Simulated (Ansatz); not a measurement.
# Cd3SeS2: the cost of one run

Computed with Ansatz 0.2.0 (DFT PBE, scalar-relativistic, plane waves, PAW, unless a step's input says otherwise).

1 further run of the same task is left out (set aside as unsound or not needed). Runs told in other sessions of the task aren't counted.

## Step 1: The structure to begin with

Symmetry: P3m1, No. 156, trigonal system. The conventional cell has a = 4.252 Å, b = 4.252 Å, c = 10.428 Å, α = 90.00°, β = 90.00°, γ = 120.00°. Cd (site symmetry 3m) is surrounded by 3 S at 2.59 Å and 1 Se at 2.68 Å. Around Cd (site symmetry 3m) lie 4 S at 2.57 to 2.59 Å. Cd (site symmetry 3m) is surrounded by 1 S at 2.56 Å and 3 Se at 2.65 Å. Se (site symmetry 3m) has 4 Cd at 2.65 to 2.68 Å in its first shell of neighbours. Around S (site symmetry 3m) lie 4 Cd at 2.57 to 2.59 Å. S (site symmetry 3m) has 4 Cd at 2.56 to 2.59 Å in its first shell of neighbours.

Structure file:

```cif
data_structure
_symmetry_space_group_name_H-M 'P 1'
_symmetry_Int_Tables_number 1
_cell_length_a 4.2523
_cell_length_b 4.2523
_cell_length_c 10.4285
_cell_angle_alpha 90.000
_cell_angle_beta 90.000
_cell_angle_gamma 120.000
_cell_volume 163.30
loop_
_atom_site_label
_atom_site_type_symbol
_atom_site_fract_x
_atom_site_fract_y
_atom_site_fract_z
_atom_site_occupancy
Cd1 Cd 0.00000 0.00000 0.99097 1
Cd2 Cd 0.33333 0.66667 0.66659 1
Cd3 Cd 0.66667 0.33333 0.34292 1
Se1 Se 0.00000 0.00000 0.24786 1
S1 S 0.33333 0.66667 0.91300 1
S2 S 0.66667 0.33333 0.58866 1
```

The cell was relaxed beforehand at this level, from a generated guess; it needn't be the stable form of this composition. At a tolerance of 0.02 Å it has space group P3m1 (No. 156); it has 27.22 Å³/atom, an uncorrected energy of -0.64 eV/atom over the elements.

## Step 2: Static run: bands, density of states and charges

Contents of input.yaml:

```yaml
crystal:
  lattice:
    - [4.2522953264, 2.89e-08, 0.0]
    - [-2.1261476882, 3.6825957627, 0.0]
    - [0.0, 0.0, 10.4284919]
  atoms:
    - { symbol: Cd, position: [0.0, 0.0, 0.990971] }
    - { symbol: Cd, position: [0.3333333333, 0.6666666667, 0.666588] }
    - { symbol: Cd, position: [0.6666666667, 0.3333333333, 0.342917] }
    - { symbol: Se, position: [0.0, 0.0, 0.247858] }
    - { symbol: S, position: [0.3333333333, 0.6666666667, 0.913] }
    - { symbol: S, position: [0.6666666667, 0.3333333333, 0.588665] }
basis:
  ecutwfc: 420
kpoints:
  mp_grid: { grid: [6, 6, 4] }
  band_path:
    path:
      - [[0.0, 0.0, 0.0], [0.5, 0.0, 0.0], [0.33333333, 0.33333333, 0.0], [0.0, 0.0, 0.0], [0.0, 0.0, 0.5], [0.5, 0.0, 0.5], [0.33333333, 0.33333333, 0.5], [0.0, 0.0, 0.5]]
      - [[0.5, 0.0, 0.5], [0.5, 0.0, 0.0]]
      - [[0.33333333, 0.33333333, 0.5], [0.33333333, 0.33333333, 0.0]]
    npoints: 14
hamiltonian:
  xc: pbe
scf:
  occupations: { method: gaussian, width: 0.02 }
  n_extra_bands: 15
output:
  forces: true
  stress: true
  eigenvalues: true
  populations: true
  dos: { projected: true, de: 0.02, nscf_kmesh: { grid: [9, 9, 6] } }
  bader: true
  write_density: true
  write_potential: true
  elf: true
  volumetric_format: npy
```

On the command line:

```bash
> ansatz run input.yaml --threads 4 --pin off --max-ram 8192MiB --backend cpu --events-out ev --progress --plain --runs-dir out
```

What time and memory should one allow on 4 threads of Intel Xeon 6975P-C (Granite Rapids), shared host?

About 27 s, with a peak of 1 GiB.
